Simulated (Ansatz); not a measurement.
# FH3NO2Ta: the cost of one run

The runs use Ansatz 0.2.0; RKS PBE0-D4/def2-SVP.

**1. The starting structure**

8 atoms, charge 0, spin multiplicity 1.

Atoms are counted from 1 here; the program's logs count them from 0.

Bond lengths: N1–Ta2 1.781 Å, N1–H6 1.020 Å, Ta2–O3 1.920 Å, Ta2–O4 1.920 Å, Ta2–F5 1.910 Å, O3–H7 0.972 Å, O4–H8 0.972 Å. Angles: Ta2–N1–H6 176.6°, N1–Ta2–O3 108.4°, N1–Ta2–O4 108.4°, N1–Ta2–F5 109.0°, O3–Ta2–O4 109.0°, O3–Ta2–F5 111.0°, O4–Ta2–F5 111.0°, Ta2–O3–H7 130.7°, Ta2–O4–H8 130.6°.

Geometry (Å):

```
atom    x (Å)    y (Å)    z (Å)
  N1  -1.0811   0.6005   0.8271
 Ta2   0.1834   0.2244  -0.3698
  O3   1.8336  -0.0738   0.5655
  O4  -0.3127  -1.3870  -1.2888
  F5   0.3408   1.6870  -1.5877
  H6  -1.8134   0.8690   1.4843
  H7   2.0416  -0.0282   1.5134
  H8  -1.1002  -1.9491  -1.1998
```

This geometry comes from a loose relaxation at PBE in a small basis, which is not shown.

**3. Plan of the scan**

First coordinate, dihedral N1–Ta2–O4–H8: 9 values from −180 to 140 °, periodic. Second coordinate, dihedral N1–Ta2–O3–H7: 9 values from −180 to 140 °, periodic.

Relaxed at each point: all other coordinates. Energies count from the relaxed molecule at the same level. Points are written as (first, second).

(The set-up runs are not shown.)

**4. Grid point (−140°, −20°)**

File input.yaml:

```yaml
crystal:
  periodic: [false, false, false]
  atoms:
    - { symbol: "N", position_ang: [-1.143966, 0.728018, 0.618322] }
    - { symbol: Ta, position_ang: [0.24116, 0.128701, -0.296449] }
    - { symbol: O, position_ang: [1.853822, -0.256759, 0.638941] }
    - { symbol: O, position_ang: [-0.900645, -1.139115, -1.140926] }
    - { symbol: F, position_ang: [0.626037, 1.575679, -1.449731] }
    - { symbol: H, position_ang: [-1.940427, 0.991369, 1.183077] }
    - { symbol: H, position_ang: [2.107862, 0.075101, 1.50355] }
    - { symbol: H, position_ang: [-0.620314, -2.041138, -1.314089] }
basis:
  gaussian: { orbitals: def2-SVP }
hamiltonian:
  xc: pbe0
  dispersion: d4
output:
  forces: true
relax:
  f_tol: 0.02
  max_steps: 50
  escape_saddle: false
  constraints: [{ sites: [0, 1, 3, 7] }, { sites: [0, 1, 2, 6] }]
scf:
  lower_state_search: "off"
```

On the command line:

```sh
$ ansatz run input.yaml --threads 1 --pin off --max-ram 2560MiB --backend cpu --events-out ev --progress --plain --runs-dir out
```

What time and memory should one allow on 1 thread of Arm Neoverse V2, shared host?

About 26 s, with a peak of 0.19 GiB.
